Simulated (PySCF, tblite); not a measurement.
# C5H9FGaN: geometry, infrared bands and NMR shifts

What infrared bands and NMR shifts should C5H9FGaN (`[F][GaH][N]1CC=CCC1`) show?

The runs use tblite 0.8.0 and PySCF 2.14.0, with density-fitted response routines of our own; the level of theory stands in each step. All values are computed, except where a source is named. Atoms count from 0, in the outputs and in this text.

## 1. The molecule as given

17 atoms, charge 0, multiplicity 1; geometry from: force field or distance geometry start.

Bonds of the start (Å): F0–Ga1 1.84, Ga1–N2 1.80, N2–C3 1.45, C3–C4 1.49, C4–C5 1.33, C5–C6 1.48, C6–C7 1.51, C7–N2 1.44, Ga1–H8 1.61, C3–H9 1.13, C3–H10 1.09, C4–H11 1.09, C5–H12 1.09, C6–H13 1.12, C6–H14 1.11, C7–H15 1.12, C7–H16 1.13.

## 2. Optimising the geometry with GFN2-xTB

Job settings and geometry (Å):

```
{"job": {"kind": "relax", "xc": "GFN2-xTB", "basis": "xTB"}, "charge": 0, "multiplicity": 1}
F      4.049200    -0.991400    -0.635100
Ga     2.480600    -0.185200    -0.104900
N      0.714000     0.067900    -0.344800
C      0.271000     1.226000     0.408600
C     -1.200900     1.324200     0.203600
C     -2.002300     0.265400     0.084000
C     -1.422600    -1.087600     0.181000
C      0.086900    -1.104600     0.199400
H      3.135900     1.187100     0.430800
H      0.421200     1.086500     1.514900
H      0.813900     2.094500     0.029700
H     -1.640000     2.321600     0.123600
H     -3.077800     0.352600    -0.064800
H     -1.754400    -1.719500    -0.688100
H     -1.802400    -1.626500     1.079200
H      0.480200    -1.255800     1.233200
H      0.440300    -1.943300    -0.466900
```

Launch:

```bash
OMP_NUM_THREADS=1 python probes_run.py task.json out
```

The driver reads the jobs from task.json and runs them one after another.

**Question.** This job is followed by: GFN2-xTB harmonic vibrations, gas phase; GIAO PBE0/pcSseg-1 NMR shielding, non-relativistic, gas phase. What will the session give for the following? strongest single infrared mode (GFN2-xTB); zero-point energy (GFN2-xTB); ¹³C shifts against TMS (PBE0/pcSseg-1); ¹H shifts against TMS (PBE0/pcSseg-1, means over atoms taken as alike); ¹⁹F shifts against CFCl3 (PBE0/pcSseg-1); ¹⁵N shifts against NH3 (PBE0/pcSseg-1); shieldings of Ga (PBE0/pcSseg-1).

As calculated:

| quantity | value |
| --- | --- |
| strongest single infrared mode (GFN2-xTB) | 1699 cm⁻¹, 386 km/mol |
| zero-point energy (GFN2-xTB) | 79.4 kcal/mol |
| ¹³C shifts against TMS (PBE0/pcSseg-1) | 138.7, 134.9, 52.5, 51.0, 37.0 ppm |
| ¹H shifts against TMS (PBE0/pcSseg-1, means over atoms taken as alike) | 6.20, 6.08, 5.50, 3.96, 3.59, 2.13 ppm |
| ¹⁹F shifts against CFCl3 (PBE0/pcSseg-1) | -161.7 ppm |
| ¹⁵N shifts against NH3 (PBE0/pcSseg-1) | 111.7 ppm |
| shieldings of Ga (PBE0/pcSseg-1) | Ga1 1435.9 ppm |

What this shows: Relaxing lowered the energy by 1.143 eV in 128 steps; the close pair that moved most is F0–Ga1, from 1.842 to 1.746 Å. All 45 modes are real, so the xTB geometry is a minimum. The strongest single mode, at 1699 cm⁻¹, moves mainly H8. GFN2-xTB is a fitted tight-binding method: band positions and strengths are rough. Its intensities can rank the bands wrongly. At PBE0/pcSseg-1: Shielding is most anisotropic at Ga1 (span 380 ppm, paramagnetic term -1204 ppm). Spin-orbit coupling is left out, which matters for shieldings and couplings at and beside the heavy atoms.
